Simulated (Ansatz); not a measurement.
# CH₂OSSi: a ladder of functionals and wavefunction methods

An exercise on one series of results from a longer session: the logs are not shown, and one member is left open.

Computed with Ansatz 0.2.0, Gaussian basis. Level: functionals in def2-TZVPP, the program's frozen cores in correlated methods.

Levels to be run: LDA (SPW92), PBE-D4, revPBE-D4, BLYP-D4, r2SCAN-D4, B97M-V, PBE0-D4, B3LYP-D4, r2SCANh-D4, r2SCAN0-D4, HSE06-D4, BHLYP-D4, CAM-B3LYP-D4, LC-ωPBE, ωB97X-V, ωB97M-V, B2PLYP, PBE-QIDH; CCSD(T)/def2-SVP; CCSD(T)/def2-TZVPP; MP2/def2-QZVPP; extrapolation to the limit; RPA on PBE.

### Structure used throughout

All runs share one geometry, relaxed beforehand with PBE0-D4 in a triple-zeta def2 set.

SMILES `O=C1[SiH2]S1`, 6 atoms, charge 0, spin multiplicity 1.

Atoms are counted from 1 here; the program's logs count them from 0.

Bond lengths: O1–C2 1.180 Å, C2–Si3 1.841 Å, C2–S4 1.856 Å, Si3–S4 2.124 Å, Si3–H5 1.480 Å, Si3–H6 1.480 Å. Angles: O1–C2–Si3 157.8°, O1–C2–S4 132.1°, Si3–C2–S4 70.1°, C2–Si3–S4 55.3°, C2–Si3–H5 120.1°, C2–Si3–H6 120.1°, S4–Si3–H5 118.4°, S4–Si3–H6 118.4°, H5–Si3–H6 113.0°, C2–S4–Si3 54.6°.

Set-up of the first run:

The input, in.yaml:

```yaml
crystal:
  periodic: [false, false, false]
  atoms:
    - {symbol: O, position_ang: [-0.628804, -2.102767, 0.529195]}
    - {symbol: C, position_ang: [-0.432415, -1.001779, 0.152754]}
    - {symbol: Si, position_ang: [0.432032, 0.616101, -0.009288]}
    - {symbol: S, position_ang: [-1.375690, 0.104866, -1.000201]}
    - {symbol: H, position_ang: [1.671010, 0.718329, -0.812713]}
    - {symbol: H, position_ang: [0.376066, 1.601250, 1.094051]}
basis:
  gaussian: {orbitals: def2-TZVPP}
hamiltonian: {xc: lda}
output: {orbitals: {seedname: orbitals}}
```

On the command line:

```bash
> ansatz run in.yaml --threads 2 --pin off --events-out ev --progress --plain --max-ram 4352MiB
```

Steps of the session up to this table: LDA; PBE-D4 (GGA); revPBE-D4 (GGA); BLYP-D4 (GGA); r2SCAN-D4 (meta-GGA); B97M-V (meta-GGA); PBE0-D4 (hybrid); B3LYP-D4 (hybrid); r2SCANh-D4 (hybrid); r2SCAN0-D4 (hybrid); HSE06-D4 (hybrid); BHLYP-D4 (hybrid); CAM-B3LYP-D4 (range-separated); LC-ωPBE (range-separated); ωB97X-V (range-separated); ωB97M-V (range-separated); B2PLYP (double hybrid); PBE-QIDH (double hybrid).

One table of the session follows, with a row left open; its other results are not shown here.

It belongs to the step «Orbital energies across the functionals». 

```
  functional  HOMO (eV)  LUMO (eV)  gap (eV)
 LDA (SPW92)      -6.05      -2.86      3.19
      PBE-D4      -5.89      -2.64      3.25
   revPBE-D4      -5.83      -2.56      3.27
     BLYP-D4      -5.74      -2.46      3.28
   r2SCAN-D4      -6.12      -2.50      3.62
      B97M-V      -6.20      -2.44      3.76
     PBE0-D4      -7.10      -1.66      5.44
    B3LYP-D4      -6.87      -1.85      5.02
  r2SCANh-D4      -6.57      -2.14      4.43
  r2SCAN0-D4      -7.26      -1.59      5.67
    HSE06-D4          ?          ?         ?
    BHLYP-D4      -8.20      -0.49      7.71
CAM-B3LYP-D4      -8.34      -0.44      7.90
     LC-ωPBE      -9.58       0.68     10.25
     ωB97X-V      -9.27       0.64      9.91
     ωB97M-V      -9.15       0.57      9.72
```

Estimate the missing values for HSE06-D4.

The run gave: HOMO (eV): -6.70; LUMO (eV): -2.05; gap (eV): 4.66. In the column «HOMO (eV)» it lies between B3LYP-D4 (-6.87) and r2SCANh-D4 (-6.57).
